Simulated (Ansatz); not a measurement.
**TlPt under changes of volume**

One of the cells (21.036 Å³/atom); the others are scaled copies at fixed shape and fractional positions:

```xyz
6
Lattice="5.6050 0.0000 0.0000 -2.8025 4.8541 0.0000 0.0000 0.0000 4.6390" Properties=species:S:1:pos:R:3 pbc="T T T"
Tl   -1.4013    2.4270    0.0000
Tl    1.4013    2.4270    0.0000
Tl    2.8025    0.0000    0.0000
Pt    2.8025    1.6180    2.3195
Pt    0.0000    3.2360    2.3195
Pt    0.0000    0.0000    0.0000
```

* Program: Ansatz 0.2.0
* Functional: PBE
* Potentials or basis: Ansatz PAW
* Cutoff: 420 eV (not typed: the program's choice for these potentials)
* k mesh: 6 × 6 × 6
* Occupations: fermi-dirac, width 0.05 eV
* Spin: no spin polarisation

| volume (Å³/atom) | energy over the lowest point (meV/atom) | pressure (GPa) |
| --- | --- | --- |
| 19.773 | 217.22 | 23.9 |
| 20.194 | 159.84 | 19.9 |
| 20.615 | 112.32 | 16.4 |
| 21.036 | 73.53 | 13.3 |
| 21.456 | 42.43 | 10.5 |
| 21.877 | ? | ? |
| 22.298 | 0.00 | 5.9 |

**Question.** What does the run at 21.877 Å³/atom give?

**Answer.** Energy over the lowest point 18.18 meV/atom; pressure 8.0 GPa.

Worked out: A Birch-Murnaghan fit of order 3 (a polynomial in V^(-2/3)) to the other rows has no minimum within the range. It gives 18.19 meV/atom at 21.877 Å³/atom, against the run's 18.18, and -dE/dV = 8.0 GPa, against 8.0.

Energies are extrapolated to zero smearing.
